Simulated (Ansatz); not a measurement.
# C3H6BCl: the cost of one run

Method: RKS PBE0-D4/6-31G*, in Ansatz 0.2.0.

## Step 1: Starting point

Bond lengths: B1–C2 1.535 Å, C2–C3 1.492 Å, C3–C4 1.354 Å, C3–Cl5 1.771 Å, B1–H6 1.251 Å, B1–H7 1.168 Å, C2–H8 1.123 Å, C2–H9 1.109 Å, C4–H10 1.131 Å, C4–H11 1.005 Å. Angles (14 of 15 angles, heavy atoms first): B1–C2–C3 109.5°, C2–C3–C4 124.8°, C2–C3–Cl5 119.9°, C4–C3–Cl5 115.0°, B1–C2–H8 111.0°, B1–C2–H9 110.0°, C3–C2–H8 107.9°, C3–C2–H9 112.1°, C2–B1–H6 120.1°, C2–B1–H7 123.5°, C3–C4–H10 114.3°, C3–C4–H11 124.5°, H8–C2–H9 106.4°, H6–B1–H7 116.3°.

As a file:

```xyz
11

B    -1.6065    0.2135    0.1898
C    -0.2490    0.0113    0.8761
C     0.8473    0.2504   -0.1069
C     1.2647   -0.6458   -1.0322
Cl    1.8229    1.7247   -0.0003
H    -2.3741    1.1243    0.5718
H    -1.9601   -0.4080   -0.7340
H    -0.1156    0.7349    1.7242
H    -0.1964   -1.0038    1.3201
H     0.6330   -1.5817   -1.0907
H     1.9990   -0.4768   -1.6972
```

## Step 2: Relaxing end A

File input.yaml:

```yaml
crystal:
  periodic: [false, false, false]
  atoms:
    - { symbol: B, position_ang: [-1.6065, 0.2135, 0.1898] }
    - { symbol: C, position_ang: [-0.249, 0.0113, 0.8761] }
    - { symbol: C, position_ang: [0.8473, 0.2504, -0.1069] }
    - { symbol: C, position_ang: [1.2647, -0.6458, -1.0322] }
    - { symbol: Cl, position_ang: [1.8229, 1.7247, -0.0003] }
    - { symbol: H, position_ang: [-2.3741, 1.1243, 0.5718] }
    - { symbol: H, position_ang: [-1.9601, -0.408, -0.734] }
    - { symbol: H, position_ang: [-0.1156, 0.7349, 1.7242] }
    - { symbol: H, position_ang: [-0.1964, -1.0038, 1.3201] }
    - { symbol: H, position_ang: [0.633, -1.5817, -1.0907] }
    - { symbol: H, position_ang: [1.999, -0.4768, -1.6972] }
basis:
  gaussian: { orbitals: "6-31G*" }
hamiltonian:
  xc: pbe0
  dispersion: d4
relax:
  f_tol: 0.015
  max_steps: 40
```

Started as:

```sh
$ ansatz run input.yaml --threads 1 --pin off --max-ram 2048MiB --backend cpu --events-out ev --progress --plain --runs-dir out
```

What time and memory should one allow on 1 thread of Arm Neoverse V1, shared host?

About 2.2 min, with a peak of 0.19 GiB.
